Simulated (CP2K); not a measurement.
# doublet SiHCl2OF+ at UPBE/DZVP-MOLOPT-SR-GTH (core potential)

Aim: a single-point energy of doublet SiHCl2OF+. 

The calculation is run with CP2K 2026.2.

## 1. The structure to begin with

SiHCl2OF+: 6 atoms, total charge +1, spin state doublet. As SMILES of the parent species, `O[Si](F)(Cl)Cl`. The coordinates come from a PBE0-D4/def2-TZVP relaxation. This is one conformer, not always the lowest. That shape belongs to the parent species and isn't relaxed for this state.

Bond lengths: O1–Si2 1.612 Å, Si2–F3 1.579 Å, Si2–Cl4 2.026 Å, Si2–Cl5 2.011 Å, O1–H6 0.959 Å. Angles: O1–Si2–F3 111.1°, O1–Si2–Cl4 111.7°, O1–Si2–Cl5 107.8°, F3–Si2–Cl4 106.6°, F3–Si2–Cl5 108.3°, Cl4–Si2–Cl5 111.3°, Si2–O1–H6 118.9°.

## 2. A single-point energy at UPBE/DZVP-MOLOPT-SR-GTH (core potential)

run.inp reads:

```
&FORCE_EVAL
  METHOD QS
  &DFT
    BASIS_SET_FILE_NAME BASIS_MOLOPT
    POTENTIAL_FILE_NAME GTH_POTENTIALS
    CHARGE 1
    MULTIPLICITY 2
    UKS T
    &QS
      METHOD GPW
      EPS_DEFAULT 1.0E-10
    &END
    &MGRID
      CUTOFF 400
      REL_CUTOFF 50
      NGRIDS 4
    &END
    &POISSON
      PERIODIC NONE
      POISSON_SOLVER MULTIPOLE
    &END
    &SCF
      SCF_GUESS ATOMIC
      EPS_SCF 1.0E-06
      MAX_SCF 30
      &OT
        MINIMIZER CG
        PRECONDITIONER FULL_ALL
      &END
      &OUTER_SCF
        EPS_SCF 1.0E-06
        MAX_SCF 8
      &END
    &END
    &XC
      &XC_FUNCTIONAL PBE
      &END
    &END
    &PRINT
      &MOMENTS
        PERIODIC F
        REFERENCE COM
        MAX_MOMENT 1
      &END
      &MO_CUBES
        NLUMO 1
        NHOMO -1
        WRITE_CUBE F
      &END
      &HIRSHFELD OFF
      &END
    &END
  &END
  &SUBSYS
    &CELL
      ABC 9.5 10 10
      PERIODIC NONE
    &END
    &COORD
      O     -0.507700     0.453700     1.122500
      Si     0.219500     0.013400    -0.247400
      F      1.583200    -0.726700     0.044400
      Cl    -0.921300    -1.272900    -1.319600
      Cl     0.618000     1.683900    -1.294500
      H     -0.949600    -0.215500     1.648500
    &END
    &TOPOLOGY
      &CENTER_COORDINATES
      &END
    &END
    &KIND O
      BASIS_SET DZVP-MOLOPT-SR-GTH-q6
      POTENTIAL GTH-PBE-q6
    &END
    &KIND Si
      BASIS_SET DZVP-MOLOPT-SR-GTH-q4
      POTENTIAL GTH-PBE-q4
    &END
    &KIND F
      BASIS_SET DZVP-MOLOPT-SR-GTH-q7
      POTENTIAL GTH-PBE-q7
    &END
    &KIND Cl
      BASIS_SET DZVP-MOLOPT-SR-GTH-q7
      POTENTIAL GTH-PBE-q7
    &END
    &KIND H
      BASIS_SET DZVP-MOLOPT-SR-GTH-q1
      POTENTIAL GTH-PBE-q1
    &END
  &END
&END
&GLOBAL
  PROJECT_NAME run
  RUN_TYPE ENERGY
  PRINT_LEVEL MEDIUM
&END
```

Command:

```sh
$ OMP_NUM_THREADS=1 cp2k.psmp -i run.inp > run.out 2>&1
```

**Question.** What will come out? Wanted: total energy; HOMO energy; LUMO energy; ⟨S²⟩.

Computed results:

Level: UPBE/DZVP-MOLOPT-SR-GTH (core potential).

```
                          quantity         value
                      total energy  -74.53230 Eh
HOMO energy (highest over α and β)     -14.49 eV
 LUMO energy (lowest over α and β)     -14.39 eV
                              ⟨S²⟩         0.752
```
